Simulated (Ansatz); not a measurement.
# C₂H₉BGe: a ladder of functionals and wavefunction methods

An exercise on one series of results from a longer session: the logs are not shown, and one member is left open.

The runs use Ansatz 0.2.0, Gaussian basis; functionals in def2-TZVPP, the program's frozen cores in correlated methods.

The runs, in order: PBE-D4, r2SCAN-D4, PBE0-D4, B3LYP-D4, ωB97X-V, ωB97M-V, B2PLYP; CCSD(T)/def2-TZVPP; MP2/def2-QZVPP; extrapolation to the limit.

## The relaxed structure

All runs share one geometry, relaxed beforehand with PBE0-D4 in a triple-zeta def2 set.

13 atoms, charge 0, spin multiplicity 1.

Atoms are counted from 1 here; the program's logs count them from 0.

Bond lengths: B1–C2 1.522 Å, B1–H5 1.200 Å, B1–H6 1.199 Å, C2–Ge3 2.009 Å, C2–H7 1.090 Å, C2–H8 1.089 Å, Ge3–C4 1.949 Å, Ge3–H9 1.545 Å, Ge3–H10 1.539 Å, C4–H11 1.091 Å, C4–H12 1.091 Å, C4–H13 1.091 Å. Angles: C2–B1–H5 120.4°, C2–B1–H6 120.8°, H5–B1–H6 118.6°, B1–C2–Ge3 94.7°, B1–C2–H7 118.0°, B1–C2–H8 118.1°, Ge3–C2–H7 104.7°, Ge3–C2–H8 106.3°, H7–C2–H8 111.8°, C2–Ge3–C4 109.1°, C2–Ge3–H9 110.1°, C2–Ge3–H10 108.1°, C4–Ge3–H9 109.6°, C4–Ge3–H10 112.3°, H9–Ge3–H10 107.7°, Ge3–C4–H11 110.2°, Ge3–C4–H12 110.5°, Ge3–C4–H13 109.6° and more.

Set-up of the first run:

in.yaml reads:

```yaml
crystal:
  periodic: [false, false, false]
  atoms:
    - {symbol: B, position_ang: [-1.525186, 1.051837, -0.850345]}
    - {symbol: C, position_ang: [-1.375752, -0.264060, -0.100306]}
    - {symbol: Ge, position_ang: [0.593243, -0.436537, -0.459881]}
    - {symbol: C, position_ang: [1.564447, -0.283698, 1.223031]}
    - {symbol: H, position_ang: [-1.291184, 2.093603, -0.302098]}
    - {symbol: H, position_ang: [-1.784424, 1.065086, -2.020794]}
    - {symbol: H, position_ang: [-1.456928, -0.244805, 0.986706]}
    - {symbol: H, position_ang: [-1.842551, -1.151738, -0.524735]}
    - {symbol: H, position_ang: [1.054883, 0.677133, -1.426712]}
    - {symbol: H, position_ang: [0.835625, -1.787965, -1.154225]}
    - {symbol: H, position_ang: [1.269657, -1.084410, 1.902213]}
    - {symbol: H, position_ang: [2.639675, -0.344892, 1.050978]}
    - {symbol: H, position_ang: [1.338897, 0.675647, 1.690868]}
basis:
  gaussian: {orbitals: def2-TZVPP}
hamiltonian: {xc: pbe, dispersion: d4}
output: {forces: true, orbitals: {seedname: orbitals}}
```

Launch:

```console
> ansatz run in.yaml --threads 4 --pin off --events-out ev --progress --plain --max-ram 10444MiB
```

Steps of the session up to this table: PBE-D4 (GGA); r2SCAN-D4 (meta-GGA); PBE0-D4 (hybrid); B3LYP-D4 (hybrid); ωB97X-V (range-separated); ωB97M-V (range-separated); B2PLYP (double hybrid); CCSD(T) in def2-TZVPP; MP2 in def2-QZVPP.

One of the session's tables, all rows but one given; the rest of the session is left out.

| method | atomisation energy (eV) |
| --- | --- |
| PBE-D4 | 46.926 |
| r2SCAN-D4 | 46.836 |
| PBE0-D4 | 46.674 |
| B3LYP-D4 | 46.659 |
| ωB97X-V | 46.776 |
| ωB97M-V | 46.674 |
| B2PLYP | 46.211 |
| HF/def2-TZVPP | 35.837 |
| MP2/def2-TZVPP | 45.956 |
| CCSD/def2-TZVPP | ? |
| CCSD(T)/def2-TZVPP | 45.855 |
| MP2/CBS | 46.759 |
| CCSD(T)/CBS | 46.657 |

**Question.** Estimate the row for CCSD/def2-TZVPP.

The run gave: atomisation energy (eV): 45.387. In the column «atomisation energy (eV)» it lies between HF/def2-TZVPP (35.837) and CCSD(T)/def2-TZVPP (45.855).
